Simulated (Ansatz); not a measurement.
# BClFH2N: the cost of one run

Program: Ansatz 0.2.0. Level of theory: UKS B3LYP-D4/cc-pVDZ. These are calculated values, not measurements.

## 1. The structure to begin with

Bond lengths: B1–F2 1.683 Å, B1–N3 1.332 Å, B1–Cl5 1.668 Å, N3–H6 1.000 Å. Angles: F2–B1–N3 91.6°, F2–B1–Cl5 116.7°, N3–B1–Cl5 151.7°, B1–N3–H6 137.5°.

Structure file:

```xyz
6

B    -0.2110    0.3906   -0.3413
F    -1.1605    0.0043    0.9940
N     0.7250   -0.4837    0.0230
H    -0.1527   -0.6643    1.0170
Cl   -0.8113    1.5539   -1.3752
H     1.6105   -0.8008   -0.3174
```

## 2. Run 1

150 steps of 0.5 fs at constant energy, with velocities drawn for 300 K.

Input file input.yaml:

```yaml
crystal:
  periodic: [false, false, false]
  atoms:
    - { symbol: B, position_ang: [-0.211, 0.3906, -0.3413] }
    - { symbol: F, position_ang: [-1.1605, 0.0043, 0.994] }
    - { symbol: "N", position_ang: [0.725, -0.4837, 0.023] }
    - { symbol: H, position_ang: [-0.1527, -0.6643, 1.017] }
    - { symbol: Cl, position_ang: [-0.8113, 1.5539, -1.3752] }
    - { symbol: H, position_ang: [1.6105, -0.8008, -0.3174] }
magnetization:
  spin_polarized: true
basis:
  gaussian: { orbitals: cc-pVDZ }
hamiltonian:
  xc: b3lyp
  dispersion: d4
md:
  timestep: 0.5
  n_steps: 150
  ensemble: nve
  temperature: 300.0
  initial_velocities: maxwell_boltzmann
  seed: 538773
```

The run is started by

```sh
ansatz run input.yaml --threads 2 --pin off --max-ram 3072MiB --backend cpu --events-out ev --progress --plain --runs-dir out
```

What time and memory should one allow on 2 threads of Arm Neoverse N1, shared host?

About 8.7 min, with a peak of 0.17 GiB.
